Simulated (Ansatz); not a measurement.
# C₄H₃F₅: taking an electron away

The task here is to estimate one member of a computed series from the others.

Program: Ansatz 0.2.0, Gaussian basis. Level of theory: unrestricted cation, the program's frozen cores in correlated methods. These are calculated values, not measurements.

The runs, in order: UKS PBE-D4/def2-TZVPP; UKS r2SCAN-D4/def2-TZVPP; UKS PBE0-D4/def2-TZVPP; UKS B3LYP-D4/def2-TZVPP; UKS wB97X-V/def2-TZVPP; UKS wB97M-V/def2-TZVPP; UKS B2PLYP/def2-TZVPP; UHF-CCSD(T)/def2-TZVPP; UHF-MP2/def2-QZVPP; extrapolation to the limit; then −ε(HOMO) from the neutral's earlier runs with LDA (SPW92), PBE-D4, revPBE-D4, BLYP-D4, r2SCAN-D4, B97M-V, PBE0-D4, B3LYP-D4, r2SCANh-D4, r2SCAN0-D4, HSE06-D4, BHLYP-D4, CAM-B3LYP-D4, LC-ωPBE, ωB97X-V, ωB97M-V.

### The relaxed structure

All runs share one geometry, relaxed beforehand with PBE0-D4 in a triple-zeta def2 set.

SMILES `FC/C(F)=C\C(F)(F)F`, 12 atoms, charge 0, spin multiplicity 1.

Atoms are counted from 1 here; the program's logs count them from 0.

Bond lengths: F1–C2 1.376 Å, C2–C3 1.488 Å, C2–H10 1.090 Å, C2–H11 1.095 Å, C3–F4 1.331 Å, C3–C5 1.324 Å, C5–C6 1.492 Å, C5–H12 1.082 Å, C6–F7 1.341 Å, C6–F8 1.335 Å, C6–F9 1.345 Å. Angles: F1–C2–C3 109.7°, F1–C2–H10 109.1°, F1–C2–H11 108.1°, C3–C2–H10 111.1°, C3–C2–H11 109.1°, H10–C2–H11 109.6°, C2–C3–F4 112.4°, C2–C3–C5 128.7°, F4–C3–C5 118.9°, C3–C5–C6 123.7°, C3–C5–H12 120.0°, C6–C5–H12 116.2°, C5–C6–F7 112.9°, C5–C6–F8 110.1°, C5–C6–F9 112.6°, F7–C6–F8 107.4°, F7–C6–F9 106.4°, F8–C6–F9 107.2°.

The first run:

Contents of in.yaml:

```yaml
crystal:
  periodic: [false, false, false]
  atoms:
    - {symbol: F, position_ang: [1.624141, -1.880864, -0.832431]}
    - {symbol: C, position_ang: [0.916698, -0.726593, -1.079686]}
    - {symbol: C, position_ang: [0.993762, 0.172846, 0.102887]}
    - {symbol: F, position_ang: [2.245763, 0.517307, 0.396713]}
    - {symbol: C, position_ang: [0.005720, 0.665118, 0.833452]}
    - {symbol: C, position_ang: [-1.433273, 0.339616, 0.608846]}
    - {symbol: F, position_ang: [-1.684404, -0.977237, 0.651583]}
    - {symbol: F, position_ang: [-2.185811, 0.919698, 1.546917]}
    - {symbol: F, position_ang: [-1.880823, 0.771942, -0.583498]}
    - {symbol: H, position_ang: [-0.116612, -0.983719, -1.310767]}
    - {symbol: H, position_ang: [1.372055, -0.226158, -1.940874]}
    - {symbol: H, position_ang: [0.219784, 1.352844, 1.640757]}
basis:
  gaussian: {orbitals: def2-TZVPP}
total_charge: 1
magnetization: {spin_polarized: true, initial_magnetization: 1}
hamiltonian: {xc: pbe, dispersion: d4}
```

The run is started by

```console
ansatz run in.yaml --threads 2 --pin off --events-out ev --progress --plain --max-ram 32768MiB --backend cuda --devices 0, --max-vram 18GiB
```

Among the steps run: Cation, UKS PBE-D4/def2-TZVPP; Cation, UKS r2SCAN-D4/def2-TZVPP; Cation, UKS PBE0-D4/def2-TZVPP; Cation, UKS B3LYP-D4/def2-TZVPP; Cation, UKS wB97X-V/def2-TZVPP; Cation, UKS wB97M-V/def2-TZVPP; Cation, UKS B2PLYP (frozen core)/def2-TZVPP; Cation, UHF-CCSD(T)/def2-TZVPP; Cation, UHF-MP2/def2-QZVPP.

One table of the session follows, with a row left open; its other results are not shown here.

It belongs to the step «Ionisation energies side by side». For comparison, −ε(HOMO) of the neutral from earlier runs:

```
  functional  −ε(HOMO) (eV)
 LDA (SPW92)           7.55
      PBE-D4           7.31
   revPBE-D4              ?
     BLYP-D4           7.19
   r2SCAN-D4           7.59
      B97M-V           7.64
     PBE0-D4           8.65
    B3LYP-D4           8.43
  r2SCANh-D4           8.09
  r2SCAN0-D4           8.84
    HSE06-D4           8.24
    BHLYP-D4           9.86
CAM-B3LYP-D4          10.06
     LC-ωPBE          11.41
     ωB97X-V          11.01
     ωB97M-V          10.92
```

Q: Estimate the row for revPBE-D4 from the others.

**Answer.** −ε(HOMO) (eV): 7.21. In the column «−ε(HOMO) (eV)» it lies between BLYP-D4 (7.19) and PBE-D4 (7.31).
